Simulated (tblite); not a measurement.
# C8H16N2: the cost of one run

The runs use tblite 0.8.0 and PySCF 2.14.0, with density-fitted response routines of our own; the level of theory stands in each step. All values are computed, except where a source is named. Atoms count from 0, in the outputs and in this text.

## (1) The starting structure

26 atoms, charge 0, multiplicity 1; geometry from: force field or distance geometry start.

Bonds of the start (Å): C0–C1 1.51, C1–N2 1.41, N2–C3 1.49, C3–C4 1.53, C4–C5 1.54, C5–N6 1.45, N6–C7 1.40, C7–C8 1.51, C8–C9 1.51, N6–N2 1.42, C9–C7 1.55, C0–H10 1.12, C0–H11 1.09, C0–H12 1.14, C1–H13 1.13, C1–H14 1.12, C3–H15 1.09, C3–H16 1.10, C4–H17 1.10, C4–H18 1.11, C5–H19 1.08, C5–H20 1.13, C7–H21 1.10, C8–H22 1.12, C8–H23 1.10, C9–H24 1.10, C9–H25 1.11.

## (2) Relaxing the molecule with GFN2-xTB

Job settings and geometry (Å):

```
{"job": {"kind": "relax", "xc": "GFN2-xTB", "basis": "xTB"}, "charge": 0, "multiplicity": 1}
C      1.957400     1.765200     0.234500
C      1.596900     0.448500     0.875800
N      1.039900    -0.414300    -0.092600
C      1.029100    -1.831300     0.378400
C      0.286000    -2.402800    -0.835900
C     -0.730300    -1.289800    -1.174500
N     -0.375300    -0.318800    -0.152900
C     -0.984800     0.930900    -0.266200
C     -2.479800     1.072100    -0.443300
C     -1.906000     1.216400     0.946400
H      1.864000     1.736500    -0.879000
H      1.364900     2.585000     0.648100
H      3.050700     1.937800     0.488700
H      0.842900     0.602100     1.701900
H      2.465200    -0.016400     1.416800
H      2.032800    -2.221400     0.511700
H      0.376400    -1.925800     1.257700
H     -0.199800    -3.372200    -0.631300
H      1.042200    -2.512500    -1.638800
H     -0.566100    -0.918100    -2.175400
H     -1.738100    -1.756900    -0.986800
H     -0.393900     1.769500    -0.669900
H     -2.764800     2.069000    -0.855200
H     -3.118500     0.217900    -0.698100
H     -1.995200     0.419800     1.693100
H     -1.716900     2.232200     1.360100
```

On the command line:

```bash
$ OMP_NUM_THREADS=1 python probes_run.py task.json out
```

One launch serves the whole session: the jobs run in the order shown.

Q: Estimate the wall time of this first job on 1 thread of Arm Neoverse V1, shared host.

About 2.5 s.
